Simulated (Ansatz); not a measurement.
# C₃H₅FTe: up Jacob's ladder to CCSD(T)

How much do the methods differ for C₃H₅FTe? The plan is to run it at one geometry with functionals of several rungs and with coupled cluster. The yardstick is the atomisation energy at the CCSD(T) limit.

The runs use Ansatz 0.2.0, Gaussian basis; functionals in def2-TZVPP, the program's frozen cores in correlated methods.

Plan: PBE-D4, r2SCAN-D4, PBE0-D4, B3LYP-D4, ωB97X-V, ωB97M-V, B2PLYP; CCSD(T)/def2-TZVPP; MP2/def2-QZVPP; extrapolation to the limit.

## 1. The relaxed structure

An earlier PBE0-D4 in a triple-zeta def2 set relaxation fixed the geometry. Te takes the def2 core potential; no spin-orbit term is included.

SMILES `C=C(F)[Te]C`, 10 atoms, charge 0, spin multiplicity 1.

Atoms are counted from 1 here; the program's logs count them from 0.

Bond lengths: C1–C2 1.322 Å, C1–H6 1.080 Å, C1–H7 1.084 Å, C2–F3 1.343 Å, C2–Te4 2.098 Å, Te4–C5 2.137 Å, C5–H8 1.087 Å, C5–H9 1.089 Å, C5–H10 1.087 Å. Angles: C2–C1–H6 120.2°, C2–C1–H7 120.6°, H6–C1–H7 119.3°, C1–C2–F3 120.1°, C1–C2–Te4 125.7°, F3–C2–Te4 114.1°, C2–Te4–C5 94.4°, Te4–C5–H8 110.0°, Te4–C5–H9 106.8°, Te4–C5–H10 108.8°, H8–C5–H9 110.2°, H8–C5–H10 111.2°, H9–C5–H10 109.8°.

## 2. PBE-D4 (GGA)

File in.yaml:

```yaml
crystal:
  periodic: [false, false, false]
  atoms:
    - {symbol: C, position_ang: [-0.657707, 1.790628, 1.143361]}
    - {symbol: C, position_ang: [-0.108858, 0.612760, 0.898645]}
    - {symbol: F, position_ang: [1.169980, 0.381876, 1.236719]}
    - {symbol: Te, position_ang: [-1.099116, -1.055596, 0.099152]}
    - {symbol: C, position_ang: [0.452645, -1.516066, -1.296377]}
    - {symbol: H, position_ang: [-1.671105, 1.992768, 0.829168]}
    - {symbol: H, position_ang: [-0.098525, 2.563358, 1.658758]}
    - {symbol: H, position_ang: [0.509475, -0.741950, -2.057480]}
    - {symbol: H, position_ang: [0.193512, -2.471348, -1.750903]}
    - {symbol: H, position_ang: [1.392802, -1.607532, -0.758043]}
basis:
  gaussian: {orbitals: def2-TZVPP}
hamiltonian: {xc: pbe, dispersion: d4}
output: {forces: true, orbitals: {seedname: orbitals}}
```

Command:

```sh
$ ansatz run in.yaml --threads 4 --pin off --events-out ev --progress --plain --max-ram 10444MiB
```

Further steps of the session: r2SCAN-D4 (meta-GGA); PBE0-D4 (hybrid); B3LYP-D4 (hybrid); ωB97X-V (range-separated); ωB97M-V (range-separated); B2PLYP (double hybrid); CCSD(T) in def2-TZVPP; MP2 in def2-QZVPP.

**Question.** What will the summary of the whole plan be? Wanted: atomisation energy, CCSD(T)/CBS; farthest; mean size of error, hybrid; mean size of error, range-separated; gap, smallest and largest; T1 diagnostic; triples share of the correlation energy.

As calculated:

```
                               quantity                                           value
        atomisation energy, CCSD(T)/CBS                                   3738.0 kJ/mol
 functionals within 37.4 kJ/mol (1.0 %)  r2SCAN-D4, PBE0-D4, B3LYP-D4, ωB97X-V, ωB97M-V
                               farthest                          PBE-D4 (+113.0 kJ/mol)
             mean size of error, hybrid                                     12.2 kJ/mol
    mean size of error, range-separated                                     12.2 kJ/mol
              gap, smallest and largest             3.39 eV (PBE-D4), 9.47 eV (ωB97X-V)
                          T1 diagnostic                                          0.0119
triples share of the correlation energy                                           3.5 %
```

What this shows: PBE-D4 misses by +113.0 kJ/mol. Double hybrids carry the basis error of their MP2 part in triple zeta, and no dispersion term here, so their miss is partly the set-up's. The reference freezes the cores and leaves out spin-orbit coupling and excitations past (T), and its outer-core shells are covered unevenly, so misses under about 37.4 kJ/mol can't be ranked. All levels share the lack of spin-orbit coupling, which lowers the free heavy atoms and so the true binding. Hartree-Fock recovers 71 % of the binding; the rest is correlation. The gap grows from 3.4 to 9.5 eV across the functionals, mostly with the share of exact exchange. Correlated methods include outer-core shells of Te, which these sets cover unevenly.
